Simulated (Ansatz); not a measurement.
Which YAML input does this script hand to the engine? (Ansatz 0.2.0, Python API)

Script `md_bh4ns2.py`:
```python
"""Molecular dynamics of one BH4NS2 molecule."""

import ansatz
import numpy as np

geometry_ang = [
    ("N", (-0.684, 1.0536, -0.305)),
    ("B", (-0.0489, -0.221, 0.0074)),
    ("S", (1.7373, -0.2412, 0.4945)),
    ("S", (-0.9374, -1.8182, -0.0934)),
    ("H", (-0.1882, 1.5375, -1.1078)),
    ("H", (-0.6336, 1.7275, 0.5217)),
    ("H", (2.2139, -0.3805, -0.8243)),
    ("H", (-1.3668, -1.7148, 1.2511)),
]
bh4ns2 = ansatz.Crystal.molecule()
for symbol, xyz in geometry_ang:
    bh4ns2 = bh4ns2.atom(symbol, xyz)

calculation = (
    bh4ns2.calculation()
    .basis(gaussian="6-31G")
    .functional("pbe")
    .scf(lower_state_search="standard")
    .md("nve", timestep=1.0, steps=40, temperature=800, initial_velocities="maxwell_boltzmann", seed=35)
)
frames = []
done = calculation.session().plan().execute(on_event=lambda e: frames.append(e["data"]) if e["event"] == "md_step" else None)
print("t (fs)   E_pot (eV)      E_kin (eV)   T (K)   d(0-1) (A)")
for f in frames[::1]:
    xyz = np.array(f["positions_ang"])
    print(f"{f['time_fs']:6.2f} {f['lagrangian_ev']:14.5f} {f['e_kin_ev']:10.5f} {f['temperature_k']:8.1f} {np.linalg.norm(xyz[0] - xyz[1]):9.4f}")
kept = np.array([f["conserved_ev"] for f in frames])
print(f"conserved energy moves by at most {1000 * np.ptp(kept):.3f} meV")
```

Running `python md_bh4ns2.py` prints:
```text
t (fs)   E_pot (eV)      E_kin (eV)   T (K)   d(0-1) (A)
  0.00   -23887.15907    0.62045    800.0    1.4579
  1.00   -23887.12353    0.57891    746.4    1.4685
  2.00   -23886.89097    0.37281    480.7    1.4772
  3.00   -23886.83797    0.32406    417.8    1.4825
  4.00   -23887.02049    0.48153    620.9    1.4837
  5.00   -23887.09685    0.56286    725.7    1.4814
  6.00   -23887.07585    0.54994    709.1    1.4763
  7.00   -23887.07131    0.54768    706.2    1.4692
  8.00   -23887.12877    0.60542    780.6    1.4607
  9.00   -23887.25620    0.73006    941.3    1.4518
 10.00   -23887.40913    0.87398   1126.9    1.4429
 11.00   -23887.47504    0.94058   1212.8    1.4342
 12.00   -23887.51146    0.99868   1287.7    1.4249
 13.00   -23887.77171    1.24194   1601.3    1.4146
 14.00   -23888.04820    1.50642   1942.4    1.4042
 15.00   -23888.13967    1.60633   2071.2    1.3952
 16.00   -23888.14623    1.62009   2088.9    1.3893
 17.00   -23888.19363    1.67125   2154.9    1.3874
 18.00   -23888.35312    1.82923   2358.6    1.3900
 19.00   -23888.60611    2.07268   2672.5    1.3968
 20.00   -23888.81422    2.26919   2925.9    1.4069
 21.00   -23888.83496    2.29938   2964.8    1.4187
 22.00   -23888.80481    2.28175   2942.1    1.4301
 23.00   -23888.86089    2.32122   2993.0    1.4398
 24.00   -23888.80616    2.27035   2927.4    1.4475
 25.00   -23888.65437    2.12826   2744.2    1.4531
 26.00   -23888.53830    2.01228   2594.6    1.4568
 27.00   -23888.48649    1.95940   2526.4    1.4589
 28.00   -23888.49377    1.96473   2533.3    1.4599
 29.00   -23888.52904    1.99398   2571.0    1.4600
 30.00   -23888.50938    1.97351   2544.6    1.4593
 31.00   -23888.43694    1.91421   2468.2    1.4574
 32.00   -23888.45700    1.92740   2485.2    1.4539
 33.00   -23888.46838    1.92832   2486.4    1.4490
 34.00   -23888.31678    1.78768   2305.0    1.4437
 35.00   -23888.11915    1.59621   2058.1    1.4391
 36.00   -23887.97394    1.44991   1869.5    1.4362
 37.00   -23887.88757    1.36494   1759.9    1.4357
 38.00   -23887.87892    1.35414   1746.0    1.4382
 39.00   -23887.91383    1.38127   1781.0    1.4431
 40.00   -23887.89880    1.36955   1765.9    1.4494
conserved energy moves by at most 32.247 meV
```

`input.yaml`:
```yaml
crystal:
  periodic: [false, false, false]
  atoms:
    - { symbol: "N", position_ang: [-0.684, 1.0536, -0.305] }
    - { symbol: B, position_ang: [-0.0489, -0.221, 0.0074] }
    - { symbol: S, position_ang: [1.7373, -0.2412, 0.4945] }
    - { symbol: S, position_ang: [-0.9374, -1.8182, -0.0934] }
    - { symbol: H, position_ang: [-0.1882, 1.5375, -1.1078] }
    - { symbol: H, position_ang: [-0.6336, 1.7275, 0.5217] }
    - { symbol: H, position_ang: [2.2139, -0.3805, -0.8243] }
    - { symbol: H, position_ang: [-1.3668, -1.7148, 1.2511] }
basis:
  gaussian:
    orbitals: "6-31G"
hamiltonian:
  xc: pbe
scf:
  lower_state_search: standard
md:
  timestep: 1.0
  n_steps: 40
  ensemble: nve
  temperature: 800.0
  initial_velocities: maxwell_boltzmann
  seed: 35
```

What to keep in mind:
- The settings weren't tested for convergence.
- The trajectory is only some femtoseconds long, so its temperature is not equilibrated; where the script doesn't relax first, it starts from a rough generated geometry.
- The temperature counts the internal degrees of freedom alone.
- With hydrogen a step over 0.5 fs is long.
- The whole script took 2.4 min on 1 thread of Arm Neoverse N1, on a shared host, peak memory 0.17 GiB.

(Lines on the test bed's own set-up are left out of the output.)
